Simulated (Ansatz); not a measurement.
# Na4I: the cost of one run

Program: Ansatz 0.2.0. Level of theory: DFT PBE, scalar-relativistic, plane waves, PAW. These are calculated values, not measurements.

2 further runs of the same task are left out: 1 that didn't finish, 1 set aside as unsound or not needed.

## 1. The system as given

Symmetry: Pm-3m, No. 221, cubic system. The conventional cell has a = 5.159 Å, b = 5.159 Å, c = 5.159 Å, α = 90.00°, β = 90.00°, γ = 90.00°. Around Na (site symmetry 4/mmm) lie 10 Na at 2.58 to 3.65 Å and 4 I at 3.65 Å. Na (site symmetry m-3m) has 6 Na at 2.58 Å as nearest neighbours. I (site symmetry m-3m) has 12 Na at 3.65 Å as nearest neighbours.

Structure file:

```
Na I
1.0
     5.15920    0.00000    0.00000
     0.00000    5.15920    0.00000
     0.00000    0.00000    5.15920
Na I
4 1
Direct
  0.50000 0.00000 0.00000
  0.00000 0.50000 0.00000
  0.00000 0.00000 0.50000
  0.00000 0.00000 0.00000
  0.50000 0.50000 0.50000
```

The cell is invented: random cell by space group and Wyckoff sites (Pm-3m, No. 221). Its size is a rough estimate.

## 2. Probe: one point on a coarse mesh

input.yaml reads:

```yaml
crystal:
  lattice:
    - [5.15920345, 0.0, 0.0]
    - [0.0, 5.15920345, 0.0]
    - [0.0, 0.0, 5.15920345]
  atoms:
    - { symbol: Na, position: [0.5, 0.0, 0.0] }
    - { symbol: Na, position: [0.0, 0.5, 0.0] }
    - { symbol: Na, position: [0.0, 0.0, 0.5] }
    - { symbol: Na, position: [0.0, 0.0, 0.0] }
    - { symbol: I, position: [0.5, 0.5, 0.5] }
basis:
  ecutwfc: 420
kpoints:
  mp_grid: { grid: [4, 4, 4] }
hamiltonian:
  xc: pbe
scf:
  occupations: { method: gaussian, width: 0.1 }
  lower_state_search: "off"
output:
  forces: true
  stress: true
  eigenvalues: true
```

Launch:

```console
$ ansatz run input.yaml --threads 1 --pin off --max-ram 2048MiB --backend cpu --events-out ev --progress --plain --runs-dir out
```

Q: Estimate wall time and peak memory on 1 thread of Arm Neoverse V2, shared host.

About 2.1 s, with a peak of 0.35 GiB.
